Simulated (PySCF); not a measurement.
# CH5Ga (SMILES [CH3][GaH2]) at 5 levels

We compute a comparison of 5 runs (HF/STO-3G, HF/3-21G, HF/def2-TZVP, PBE/cc-pVDZ, PBE0/def2-SVP) of CH5Ga. 

Program for the calculation: PySCF 2.14.0.

## Step 1: The molecule

The species is CH5Ga (7 atoms), meant as a singlet with charge 0. SMILES: `[CH3][GaH2]`. The coordinates come from a PBE0-D4/def2-TZVP relaxation.

Bond lengths: C1–Ga2 1.966 Å, C1–H3 1.096 Å, C1–H4 1.090 Å, C1–H5 1.092 Å, Ga2–H6 1.575 Å, Ga2–H7 1.574 Å. Angles: C1–Ga2–H6 120.1°, C1–Ga2–H7 121.1°, Ga2–C1–H3 108.8°, Ga2–C1–H4 112.4°, Ga2–C1–H5 111.3°, H6–Ga2–H7 118.8°, H3–C1–H4 107.8°, H3–C1–H5 107.0°, H4–C1–H5 109.3°.

## Step 2: Energy and forces at HF/STO-3G (run 1)

calc.py

```python
from pyscf import gto, scf

mol = gto.Mole()
mol.atom = [
    ('C', (-0.632400, -0.456000, -0.459400)),
    ('Ga', (0.757000, 0.507000, 0.544700)),
    ('H', (-1.177800, 0.260300, -1.083600)),
    ('H', (-0.216500, -1.221000, -1.115900)),
    ('H', (-1.362100, -0.913700, 0.211700)),
    ('H', (0.374300, 1.328300, 1.832400)),
    ('H', (2.257500, 0.495000, 0.070100)),
]
mol.verbose = 3
mol.max_memory = 1860
mol.basis = 'sto-3g'
mol.spin = 0
mol.charge = 0
mol.build()

mf = scf.RHF(mol)
mf.conv_tol = 1e-10
mf.kernel()
if not mf.converged:
    mf = mf.newton().run(mf.mo_coeff, mf.mo_occ)

e_tot = mf.e_tot
print('Final energy', e_tot)
grad = mf.nuc_grad_method().kernel()
mf.analyze()
```

Command:

```
OMP_NUM_THREADS=1 python calc.py
```

Log:

```text
converged SCF energy = -1941.16557744628
Final energy -1941.1655774462827
--------------- RHF gradients ---------------
         x                y                z
0 C    -0.0278687846    -0.0238091659    -0.0208504344
1 Ga    -0.0113520255    -0.0077171016    -0.0082408051
2 H    -0.0041293544     0.0077562962    -0.0044867312
3 H     0.0059354732    -0.0045514286    -0.0047892521
4 H    -0.0053483916    -0.0015579631     0.0073803529
5 H    -0.0143123712     0.0307355784     0.0488824325
6 H     0.0570754540    -0.0008562154    -0.0178955626
----------------------------------------------
**** MO energy ****
MO #1   energy= -374.56050444715   occ= 2
MO #2   energy= -46.6316632605614  occ= 2
MO #3   energy= -41.8528663709856  occ= 2
MO #4   energy= -41.8483759565144  occ= 2
MO #5   energy= -41.8476445445516  occ= 2
MO #6   energy= -10.9752552615388  occ= 2
MO #7   energy= -5.73552289973992  occ= 2
MO #8   energy= -3.88551340506931  occ= 2
MO #9   energy= -3.87763788118186  occ= 2
MO #10  energy= -3.87725069431461  occ= 2
MO #11  energy= -0.871864161660161 occ= 2
MO #12  energy= -0.523761179237221 occ= 2
MO #13  energy= -0.504993841618385 occ= 2
MO #14  energy= -0.498643293506751 occ= 2
MO #15  energy= -0.385343691586725 occ= 2
MO #16  energy= -0.362513409574422 occ= 2
MO #17  energy= -0.291896022266526 occ= 2
MO #18  energy= -0.287352419693607 occ= 2
MO #19  energy= -0.267545511248847 occ= 2
MO #20  energy= -0.255662938310167 occ= 2
MO #21  energy= -0.254673308284348 occ= 2
MO #22  energy= 0.180792164474461  occ= 0
MO #23  energy= 0.427675598604686  occ= 0
MO #24  energy= 0.56731487886272   occ= 0
MO #25  energy= 0.574223735854463  occ= 0
MO #26  energy= 0.726119577137496  occ= 0
MO #27  energy= 0.765796778543843  occ= 0
MO #28  energy= 0.772227862668518  occ= 0
 ** Mulliken atomic charges  **
charge of    0C =     -0.21804
charge of    1Ga =      0.31709
charge of    2H =      0.03199
charge of    3H =      0.02804
charge of    4H =      0.02971
charge of    5H =     -0.09461
charge of    6H =     -0.09417
Dipole moment(X, Y, Z, Debye): -0.09477, -0.00068, -0.07487
```

Run time: 4.2 s. Hardware: 1 thread of Intel Xeon at 2.50GHz (Skylake/Cascade Lake), shared host; peak memory 0.12 GiB.

## Step 3: Energy and forces at HF/3-21G (run 2)

run.py

```python
import pyscf.grad
from pyscf import gto

system = gto.M(
    atom='''
C   -0.632400  -0.456000  -0.459400
Ga   0.757000   0.507000   0.544700
H   -1.177800   0.260300  -1.083600
H   -0.216500  -1.221000  -1.115900
H   -1.362100  -0.913700   0.211700
H    0.374300   1.328300   1.832400
H    2.257500   0.495000   0.070100
''',
    verbose=4,
    charge=0,
    max_memory=1860,
    basis='3-21g',
)

hf = system.RHF()
hf.conv_tol = 1e-10
hf.kernel()
if not hf.converged:
    hf = hf.newton().run(hf.mo_coeff, hf.mo_occ)

etot = hf.e_tot
print('Final energy', etot)
grad = hf.Gradients().kernel()
hf.analyze()
```

Command:

```
OMP_NUM_THREADS=1 python run.py
```

Log:

```text
PySCF version 2.14.0

[... 57 lines left out ...]
converged SCF energy = -1954.37053731303
[... 19 lines left out ...]
Two-electron Coulomb Energy =          956.597209540905396
[... 7 lines left out ...]
MO #5   energy= -42.2080584394864  occ= 2
[... 5 lines left out ...]
MO #11  energy= -1.09575421950603  occ= 2
[... 5 lines left out ...]
MO #17  energy= -0.569343425536955 occ= 2
[... 5 lines left out ...]
MO #23  energy= 0.148242175821288  occ= 0
[... 5 lines left out ...]
MO #29  energy= 0.382097304482116  occ= 0
[... 5 lines left out ...]
MO #35  energy= 1.07842508126639   occ= 0
[... 5 lines left out ...]
MO #41  energy= 1.97986305692965   occ= 0
[... 51 lines left out ...]
Dipole moment(X, Y, Z, Debye): -0.39700, -0.26012, -0.28660
```

Run time: 4.2 s. Hardware: 1 thread of Intel Xeon at 2.50GHz (Skylake/Cascade Lake), shared host; peak memory 0.12 GiB.

## Step 4: Energy and gradient at HF/def2-TZVP (run 3)

mol.xyz

```xyz
7

C     -0.632400    -0.456000    -0.459400
Ga     0.757000     0.507000     0.544700
H     -1.177800     0.260300    -1.083600
H     -0.216500    -1.221000    -1.115900
H     -1.362100    -0.913700     0.211700
H      0.374300     1.328300     1.832400
H      2.257500     0.495000     0.070100
```

calc.py

```python
from pyscf import gto, scf

mol = gto.M(
    atom='mol.xyz',
    verbose=4,
    basis='def2-tzvp',
    max_memory=1860,
)

mf = scf.RHF(mol)
mf.conv_tol = 1e-10
mf.kernel()
if not mf.converged:
    mf = mf.newton().run(mf.mo_coeff, mf.mo_occ)

etot = mf.e_tot
print('Final energy', etot)
grad = mf.nuc_grad_method().kernel()
mf.analyze()
```

Command:

```
OMP_NUM_THREADS=1 python calc.py
```

Log:

```text
PySCF version 2.14.0

[... 79 lines left out ...]
One-electron Energy =                -2944.251403030096299
[... 15 lines left out ...]
MO #11  energy= -1.19133904580123  occ= 2
[... 13 lines left out ...]
MO #25  energy= 0.18811330304158   occ= 0
[... 13 lines left out ...]
MO #39  energy= 0.486637627623461  occ= 0
[... 13 lines left out ...]
MO #53  energy= 1.08222893951442   occ= 0
[... 13 lines left out ...]
MO #67  energy= 1.8573737743787    occ= 0
[... 13 lines left out ...]
MO #81  energy= 2.65084875094726   occ= 0
[... 13 lines left out ...]
MO #95  energy= 3.60649158366162   occ= 0
[... 13 lines left out ...]
MO #109 energy= 23.2899616069786   occ= 0
[... 119 lines left out ...]
Dipole moment(X, Y, Z, Debye): -0.44655, -0.32205, -0.32716
```

Run time: 48 s. Hardware: 1 thread of Intel Xeon at 2.50GHz (Skylake/Cascade Lake), shared host; peak memory 0.25 GiB.

Run 4 isn't shown in full; the table further down has it.

## Step 5: Energy and forces at PBE0/def2-SVP (run 5)

mol.xyz: that of step 4 with these lines changed.

```diff
@@ -1,3 +1,3 @@
 7
-
+CH5Ga
 C     -0.632400    -0.456000    -0.459400
```

job.py

```python
from pyscf import gto, dft

mol = gto.Mole()
mol.atom = 'mol.xyz'
mol.verbose = 4
mol.max_memory = 1860
mol.basis = 'def2-svp'
mol.build()

mf = dft.RKS(mol)
mf.xc = 'pbe0'
mf.grids.level = 5
mf.conv_tol = 1e-10
mf.kernel()
if not mf.converged:
    mf = mf.newton().run(mf.mo_coeff, mf.mo_occ)

etot = mf.e_tot
print('E(%s) = %.9f' % ('PBE0', etot))
grad = mf.nuc_grad_method().kernel()
mf.analyze()
```

Command:

```
OMP_NUM_THREADS=1 python job.py
```

Log:

```text
PySCF version 2.14.0

[... 97 lines left out ...]
MO #1   energy= -372.858654153932  occ= 2
[... 9 lines left out ...]
MO #11  energy= -0.852920883398693 occ= 2
[... 9 lines left out ...]
MO #21  energy= -0.294470044377992 occ= 2
[... 9 lines left out ...]
MO #31  energy= 0.302572534217688  occ= 0
[... 9 lines left out ...]
MO #41  energy= 0.697430069433011  occ= 0
[... 9 lines left out ...]
MO #51  energy= 1.56325870863268   occ= 0
[... 9 lines left out ...]
MO #61  energy= 2.08149755292505   occ= 0
[... 9 lines left out ...]
MO #71  energy= 2.9501271940779    occ= 0
[... 81 lines left out ...]
Dipole moment(X, Y, Z, Debye): -0.54370, -0.36066, -0.39362
```

Run time: 42 s. Hardware: 1 thread of Intel Xeon at 2.50GHz (Skylake/Cascade Lake), shared host; peak memory 0.7 GiB.

## Step 6: All runs side by side

```tsv
run	level	integration grid	energy (Eh)	dipole moment (D)	HOMO energy (eV)	LUMO energy (eV)	wall time
1	HF/STO-3G	–	-1941.165577	0.12	-6.93	4.92	4.2 s
2	HF/3-21G	–	-1954.370537	0.55	-10.81	1.35	4.2 s
3	HF/def2-TZVP	–	-1964.021533	0.64	-10.95	1.37	48 s
4	PBE/cc-pVDZ	5	-1965.545645	0.83	-6.73	-2.14	59 s
5	PBE0/def2-SVP	5	-1965.359729	0.76	-8.01	-1.35	42 s
```

## Step 7: Results

| quantity | value |
| --- | --- |
| run 5: total energy | -1965.35973 Eh |
| run 5: dipole moment | 0.76 D |
| run 5: HOMO energy | -8.01 eV |
| run 5: LUMO energy | -1.35 eV |
| run 5: HOMO–LUMO gap | 6.67 eV |
| run 5: largest force on an atom | 0.314 eV/Å |

The dipole moment (its size) runs from 0.12 D (HF/STO-3G) to 0.83 D (PBE/cc-pVDZ). The two ends differ in method and basis. The HOMO–LUMO gap runs from 4.59 eV (PBE/cc-pVDZ) to 12.31 eV (HF/def2-TZVP). Totals of different functionals can't be ranked against each other. In run 1 the basis is minimal, so the values are rough. All runs together took 2.6 min, the longest 59 s.
